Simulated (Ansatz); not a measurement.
This script makes a scan of the energy under strain of CsYbF3, space group Pm-3m with Ansatz 0.2.0 through its Python package.

Script `run_strain.py`:
```python
# -*- coding: utf-8 -*-
import warnings

import ansatz
import numpy as np

vectors0 = np.array([
    [4.508788, 0.0, 0.0],
    [0.0, 4.508788, 0.0],
    [0.0, 0.0, 4.508788],
])
sites = [
    ("Cs", [0.0, 0.0, 0.0]),
    ("Yb", [0.5, 0.5, 0.5]),
    ("F", [0.0, 0.5, 0.5]),
    ("F", [0.5, 0.5, 0.0]),
    ("F", [0.5, 0.0, 0.5]),
]


def crystal_on(cell):
    crystal = ansatz.Crystal(lattice=ansatz.Lattice.of(cell))
    for symbol, position in sites:
        crystal = crystal.atom(symbol, position)
    return crystal


def main():
    warnings.simplefilter("ignore", ansatz.DeckWarning)

    values = np.linspace(-0.05, 0.05, 7)
    energies = []
    for d in values:
        strain = d / 2 * (np.ones((3, 3)) - np.eye(3))
        cell = vectors0 @ (np.eye(3) + strain)
        job = (
            crystal_on(cell).calculation()
            .functional("pbesol")
            .basis(18 * ansatz.Ha)
            .occupations(ansatz.OccupationsMethod.GAUSSIAN, width=0.1)
            .kpoints(8, 8, 8)
        )
        data = job.run().report
        energies.append(data["free_energy_ev"] / len(sites))
        print(f"d = {d:+.4f}  F = {energies[-1]:.5f} eV/atom")
    energies = np.array(energies)

    for value, e in zip(values, energies):
        print(f"strain {value:7.3f}   E - Emin = {1000 * (e - energies.min()):9.3f} meV/atom")
    np.savetxt("strain.csv", np.column_stack([values, energies]), fmt="%.6f", delimiter=",", header="strain,energy_eV_per_atom")
    curvature = 2 * np.polyfit(values, energies, 3)[1]
    volume = abs(np.linalg.det(vectors0)) / len(sites)
    print(f"d2E/dd2 over the volume: {curvature / volume * 160.21766:.1f} GPa")


if __name__ == "__main__":
    main()
```

How much energy does this rhombohedral strain cost, and what curvature follows?

Against the unstrained cell the energy per atom changes by +8.80 meV at one end of the scan and +8.16 meV at the other, and its second derivative over the volume is 59.3 GPa.

The run itself:

Output of `python run_strain.py`:
```text
d = -0.0500  F = -4334.34741 eV/atom
d = -0.0333  F = -4334.35235 eV/atom
d = -0.0167  F = -4334.35526 eV/atom
d = +0.0000  F = -4334.35621 eV/atom
d = +0.0167  F = -4334.35528 eV/atom
d = +0.0333  F = -4334.35254 eV/atom
d = +0.0500  F = -4334.34804 eV/atom
strain  -0.050   E - Emin =     8.798 meV/atom
strain  -0.033   E - Emin =     3.852 meV/atom
strain  -0.017   E - Emin =     0.949 meV/atom
strain   0.000   E - Emin =     0.000 meV/atom
strain   0.017   E - Emin =     0.926 meV/atom
strain   0.033   E - Emin =     3.663 meV/atom
strain   0.050   E - Emin =     8.164 meV/atom
d2E/dd2 over the volume: 59.3 GPa
```

It writes `strain.csv`:
```csv
# strain,energy_eV_per_atom
-0.050000,-4334.347408
-0.033333,-4334.352354
-0.016667,-4334.355257
0.000000,-4334.356206
0.016667,-4334.355280
0.033333,-4334.352543
0.050000,-4334.348042
```

Reading the output:
- Total energies depend on the potentials; only differences at equal settings carry meaning.
- Semilocal functionals put the nearly full 4f shell of Yb too close to the Fermi level.
- The curvature belongs to this strain pattern and to the cell's stress; it equals a single elastic constant only for simple patterns.
- The structure comes from a database of computed cells and needn't be a stable or known phase.
- The ions keep their fractional positions (clamped ions).
- Timing: 57 s on 1 thread of Intel(R) Xeon(R) Processor @ 2.30GHz, on a shared host, peak memory 0.67 GiB.
